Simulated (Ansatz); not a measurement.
**Fe (bcc type): how the settings move a single-point run**

Question: which choices in the input matter for Fe (bcc type)?

Computed with Ansatz 0.2.0 (reference: DFT, PBE, all-electron PAW with datasets made for the crystal, scalar-relativistic, unless a step's input says otherwise).

2 further runs of the same task are left out: 2 that didn't finish.

## (1) The starting structure

The structure is cubic, space group Im-3m (No. 229). Conventional cell: a = 2.831 Å, b = 2.831 Å, c = 2.831 Å, α = 90.00°, β = 90.00°, γ = 90.00°. Fe (site symmetry m-3m) is surrounded by 8 Fe at 2.45 Å.

As a file:

```xyz
1
Lattice="-1.4157 1.4157 1.4157 1.4157 -1.4157 1.4157 1.4157 1.4157 -1.4157" Properties=species:S:1:pos:R:3 pbc="T T T"
Fe    0.0000    0.0000    0.0000
```

## (2) Baseline

File input.yaml:

```yaml
crystal:
  lattice:
    - [-1.415676656, 1.415676656, 1.415676656]
    - [1.415676656, -1.415676656, 1.415676656]
    - [1.415676656, 1.415676656, -1.415676656]
  atoms:
    - { symbol: Fe, position: [0.0, 0.0, 0.0], spin: 2.5 }
magnetization:
  spin_polarized: true
kpoints:
  mp_grid: { grid: [21, 21, 21] }
scf:
  occupations: { method: fermi_dirac, width: 0.1 }
hamiltonian:
  xc: pbe
  pseudopotentials: { kind: all_electron, datasets: crystal }
output:
  forces: true
  stress: true
  eigenvalues: true
```

The run is started by

```
$ ansatz run input.yaml --threads 1 --pin off --max-ram 3072MiB --backend cpu --events-out ev --progress --plain --runs-dir out
```

## (3) A further run, with the input changed

Changes to input.yaml since step 2:

```diff
@@ -7,2 +7,3 @@
     - { symbol: Fe, position: [0.0, 0.0, 0.0], spin: 2.5 }
+  symmetry: { detect: false }
 magnetization:
@@ -16,2 +17,3 @@
   pseudopotentials: { kind: all_electron, datasets: crystal }
+  dispersion: d4
 output:
```

## (5) Changed: n_extra_bands 4, dr2_threshold 1.0e-06

Changes to input.yaml since step 2:

```diff
@@ -13,2 +13,4 @@
   occupations: { method: fermi_dirac, width: 0.1 }
+  n_extra_bands: 4
+  convergence: { dr2_threshold: 1.0e-06 }
 hamiltonian:
```

(Steps that only read results are left out.)

**Question.** What will these runs give? Wanted: for each run, ending; energy change; pressure; abs. moment; force.

The runs gave:

| run | ending | energy change | pressure (GPa) | abs. moment (μB) | force (eV/Å) | cycles | time |
| --- | --- | --- | --- | --- | --- | --- | --- |
| reference | converged | 0 | -0.2 | 2.26 | 0.00 | 8 | 24 s |
| 1: symmetry.detect false, dispersion d4 | refused | - | - | - | - | - | 0.63 s |
| 2: n_extra_bands 4, dr2_threshold 1.0e-06 | converged | 0.0 meV/atom | -0.2 | 2.27 | 0.00 | 7 | 21 s |

Residual by cycle in the longest SCF loop of each run; runs are numbered as in the table. The quantity is the density residual dr2, in eV.

| cycle | reference | run 2 |
| --- | --- | --- |
| 1 | 0.0194 | 0.0194 |
| 2 | 0.0381 | 0.0381 |
| 3 | 0.0017 | 0.00169 |
| 4 | 1.2e-4 | 1.2e-4 |
| 5 | 4.6e-7 | 5.1e-7 |
| 6 | 4.5e-6 | 4.5e-6 |
| 7 | 3.6e-8 | 2.3e-8 |
| 8 | 1.2e-8 | - |

**Reading.** «n_extra_bands 4, dr2_threshold 1.0e-06» leaves the energy as it was. 1 of the 2 altered inputs did not end normally.
